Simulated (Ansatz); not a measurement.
# NaRh: the cost of one run

Computed with Ansatz 0.2.0 (DFT PBE, scalar-relativistic, plane waves, PAW, unless a step's input says otherwise).

## Step 1: Starting point

The structure is orthorhombic, space group Cmmm (No. 65). The conventional cell has a = 3.684 Å, b = 5.211 Å, c = 5.211 Å, α = 90.00°, β = 90.00°, γ = 90.00°. Na (site symmetry mmm) is surrounded by 4 Na at 3.19 Å and 4 Rh at 3.19 Å. Rh (site symmetry mmm) is surrounded by 4 Na at 3.19 Å and 4 Rh at 3.19 Å.

Structure file:

```xyz
2
Lattice="1.8422 -2.6053 0.0000 1.8422 2.6053 0.0000 0.0000 0.0000 5.2106" Properties=species:S:1:pos:R:3 pbc="T T T"
Na    1.8422    0.0000    2.6053
Rh    0.0000    0.0000    0.0000
```

A structure generator made this guess: ordered superstructure of bcc (Cmmm, No. 65). Its size is a rough estimate.

## Step 2: The guess as it stands, on a coarse mesh

File input.yaml:

```yaml
crystal:
  lattice:
    - [1.84224127, -2.60532259, 0.0]
    - [1.84224127, 2.60532259, 0.0]
    - [0.0, 0.0, 5.21064518]
  atoms:
    - { symbol: Na, position: [0.5, 0.5, 0.5] }
    - { symbol: Rh, position: [0.0, 0.0, 0.0] }
basis:
  ecutwfc: 420
kpoints:
  mp_grid: { grid: [6, 6, 4] }
hamiltonian:
  xc: pbe
scf:
  occupations: { method: gaussian, width: 0.1 }
  lower_state_search: "off"
output:
  forces: true
  stress: true
  eigenvalues: true
```

Command:

```
ansatz run input.yaml --threads 1 --pin off --max-ram 2048MiB --backend cpu --events-out ev --progress --plain --runs-dir out
```

What time and memory should one allow on 1 thread of Arm Neoverse V2, shared host?

About 1.6 s, with a peak of 0.3 GiB.
